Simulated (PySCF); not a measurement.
**CoNCl2: relaxation and vibrations of the triplet**

Where does triplet CoNCl2 go from a trigonal planar start, is the end point a minimum, and what are its modes, charges and moments?

Method: PBE0, basis Co def2-TZVP, N def2-TZVP, Cl def2-TZVP, no relativity, density fitting; program: PySCF 2.14.0.

## Step 1: The system as given

4 atoms, charge 0, spin multiplicity 3.

Bond lengths: Co1–N2 1.630 Å, Co1–Cl3 2.100 Å, Co1–Cl4 2.100 Å. Angles: N2–Co1–Cl3 120.0°, N2–Co1–Cl4 120.0°, Cl3–Co1–Cl4 120.0°.

Coordinates in bohr (charge 0 multiplicity 3):
```
Co    0.0000    0.0000   -0.6694
N     0.0000    0.0000   -3.7496
Cl   -3.4368    0.0000    1.3148
Cl    3.4368    0.0000    1.3149
```

## Step 2: Finding the electronic state

One driver script runs all steps and calls PySCF; scf.py shows how it sets up the SCF of each step. The optimiser is the driver's own. After this first run the driver tries any further starts and a stability analysis.

File scf.py:

```python
from pyscf import gto, scf, dft
mol = gto.M(atom='''
Co    -0.000010     0.000000    -0.354240
N     -0.000010     0.000000    -1.984220
Cl    -1.818660     0.000000     0.695770
Cl     1.818670     0.000000     0.695790''',
    basis={'Co': 'def2-TZVP', 'N': 'def2-TZVP', 'Cl': 'def2-TZVP'},
    charge=0, spin=2)
mf = dft.UKS(mol, xc='PBE0')
mf.grids.atom_grid = (50, 194)
aux = {'Co': 'def2-universal-JKFIT', 'N': 'def2-universal-JKFIT', 'Cl': 'def2-universal-JKFIT'}
mf = mf.density_fit(auxbasis=aux)
mf.conv_tol = 1e-08
mf.diis_space = 10
mf.max_cycle = 60
mf.init_guess = 'minao'
mf.verbose = 4
mf.kernel()
```

The run is started by

```bash
$ OMP_NUM_THREADS=4 python axn.py task.json out
```

After this run come: Relaxation: trigonal planar start, triplet; Frequencies.

**Question.** What will these runs give? Wanted: minimum; geometry; wavenumbers; dipole moment; highest occupied, lowest empty level; polar-tensor charge of Co1; zero-point energy; atomisation energy; ⟨S²⟩.

The runs gave:

| quantity | value |
| --- | --- |
| minimum | triplet, C2v |
| geometry | Co–Cl 2.077 Å (×2), Co–N 1.557 Å; Cl–Co–Cl 137.2°, Cl–Co–N 111.4° (×2) |
| wavenumbers (cm⁻¹) | 113 (b1), 114 (a1), 223 (b2), 382 (a1), 495 (b2), 801 (a1) |
| dipole moment | 0.45 D |
| highest occupied, lowest empty level (either spin) | -8.91, -4.72 eV |
| polar-tensor charge of Co1 | +0.96 e |
| zero-point energy | 12.7 kJ/mol |
| entropy at 298.15 K | 330.3 J/(mol K) |
| atomisation energy (no zero-point energy) | 830 kJ/mol |
| ⟨S²⟩ | 2.372 |

What this shows: The trigonal planar start keeps its C2v symmetry and ends in a minimum. The determinant is spin-contaminated (⟨S²⟩ = 2.37 against 2.00), so it is no pure spin state. The strongest infrared band lies at 495 cm⁻¹ (b2, stretch). Most of the spin sits on Co1 (Mulliken spin 1.90, against 2 for the whole molecule). The first SCF alone would have been 45 kJ/mol too high. Only this shape and spin were tried, so other structures or states may lie lower. One determinant may miss the lowest occupation of an open d or f shell.
